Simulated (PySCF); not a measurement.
# COSe (Carbonyl selenide): the cost of one run

Programs: PySCF 2.14.0, with density-fitted response routines of our own. Each step states its level of theory. These are calculated values for one molecule in the gas phase, unless marked as measured. Atoms count from 0, in the outputs and in this text.

## 1. The molecule as given

3 atoms, charge 0, multiplicity 1; geometry from: GFN2-xTB.

Bonds of the start (Å): O0–C1 1.15, C1–Se2 1.67.

## 2. Geometry optimisation at PBE0-D3(BJ)/def2-SVP

The job: settings as JSON, then the geometry in Å.

```
{"job": {"xc": "PBE0", "basis": "def2-SVP", "d3": "d3bj", "grid": 1, "kind": "geom"}, "charge": 0, "multiplicity": 1}
O     -1.138110     0.767710    -0.012760
C     -0.140150     0.187530    -0.009150
Se     1.301220    -0.649900    -0.003190
```

On the command line:

```bash
OMP_NUM_THREADS=1 python probes_run.py task.json out
```

One launch serves the whole session: the jobs run in the order shown.

Q: Estimate the wall time and peak memory of this first job on 1 thread of Intel Xeon Platinum 8375C at 2.90GHz, shared host.

About 5.1 s, with a peak of 0.27 GiB.
